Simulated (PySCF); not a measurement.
# C3H10AlNSi: the cost of one run

Computed with PySCF 2.14.0, with density-fitted response routines of our own, on a single molecule in the gas phase. Atoms count from 0, in the outputs and in this text.

### 1 Starting geometry

16 atoms, charge 0, multiplicity 1; geometry from: GFN2-xTB.

Bonds of the start (Å): C0–C1 1.33, C1–C2 1.49, C2–N3 1.46, N3–Al4 1.83, N3–Si5 1.73, C0–H6 1.08, C0–H7 1.09, C1–H8 1.08, C2–H9 1.10, C2–H10 1.10, Al4–H11 1.54, Al4–H12 1.55, Si5–H13 1.46, Si5–H14 1.47, Si5–H15 1.47.

### 2 Ultraviolet spectrum: PBE0/def2-SVPD

The job: settings as JSON, then the geometry in Å.

```
{"job": {"kind": "uv", "xc": "PBE0", "basis": "def2-SVPD", "nstates": 8, "ntriplets": 3}, "charge": 0, "multiplicity": 1}
C      1.943501    -0.401650     0.971680
C      1.678908    -0.038414    -0.281334
C      0.379658     0.573183    -0.696164
N     -0.716612     0.093748     0.139942
Al    -0.288676    -1.546202     0.824222
Si    -2.157145     1.059673     0.136730
H      2.894968    -0.818992     1.257554
H      1.263811    -0.133831     1.775057
H      2.410858    -0.187726    -1.064678
H      0.468439     1.667404    -0.626869
H      0.201237     0.343950    -1.754557
H     -0.460491    -1.861174     2.325473
H     -0.038705    -2.716458    -0.164059
H     -3.050762     0.424062     1.101437
H     -1.782990     2.430369     0.518849
H     -2.753597     1.121002    -1.207212
```

Level: TDDFT PBE0/def2-SVPD, vertical, gas phase, core orbitals frozen in the response.

Launch:

```bash
> OMP_NUM_THREADS=1 python probes_run.py task.json out
```

The driver reads the jobs from task.json and runs them one after another.

**Question.** How long does this job take on 1 thread of Arm Neoverse N1, shared host, and how much memory does it need?

About 56 s, with a peak of 0.84 GiB.
